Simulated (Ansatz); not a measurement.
# Pt: the cost of one run

Computed with Ansatz 0.2.0 (DFT r2SCAN, scalar-relativistic, plane waves, PAW, unless a step's input says otherwise).

## 1. The structure to begin with

It takes space group Im-3m (No. 229, cubic). The conventional cell has a = 3.168 Å, b = 3.168 Å, c = 3.168 Å, α = 90.00°, β = 90.00°, γ = 90.00°. Around Pt (site symmetry m-3m) lie 8 Pt at 2.74 Å.

As a file:

```xyz
1
Lattice="-1.5842 1.5842 1.5842 1.5842 -1.5842 1.5842 1.5842 1.5842 -1.5842" Properties=species:S:1:pos:R:3 pbc="T T T"
Pt    0.0000    0.0000    0.0000
```

It goes back to an entry of the Materials Project, which need not be the stable form.

No relaxation comes first: the listed cell is the starting point.

## 2. Zero of energy

The reference gives a free energy of -12536.6894 eV, pressure -6.49 GPa, largest force 0.000 eV/Å and gap on the mesh none (metal). It was computed beforehand with the settings of the runs below.

## 3. Next: energy and stress against strain

The cell is strained by ε times the Voigt pattern (0, 0, 1, 0, 0, 0) (xx, yy, zz, yz, xz, xy; engineering shear), with fractional coordinates fixed (clamped ions). The stress on the pattern is the sum of the stress components weighted by it, tension positive.

## 4. At ε = -0.0400

File input.yaml:

```yaml
crystal:
  lattice:
    - [-1.58422, 1.58422, 1.5208512]
    - [1.58422, -1.58422, 1.5208512]
    - [1.58422, 1.58422, -1.5208512]
  atoms:
    - { symbol: Pt, position: [0.0, 0.0, 0.0] }
basis:
  ecutwfc: 500
kpoints:
  mp_grid: { grid: [22, 22, 22] }
hamiltonian:
  xc: r2scan
scf:
  occupations: { method: gaussian, width: 0.15 }
output:
  forces: true
  stress: true
  eigenvalues: true
```

On the command line:

```
> ansatz run input.yaml --threads 1 --pin off --max-ram 2560MiB --backend cpu --events-out ev --progress --plain --runs-dir out
```

Q: Estimate wall time and peak memory on 1 thread of Intel Xeon at 2.50GHz (Skylake/Cascade Lake), shared host.

About 37 s, with a peak of 0.52 GiB.
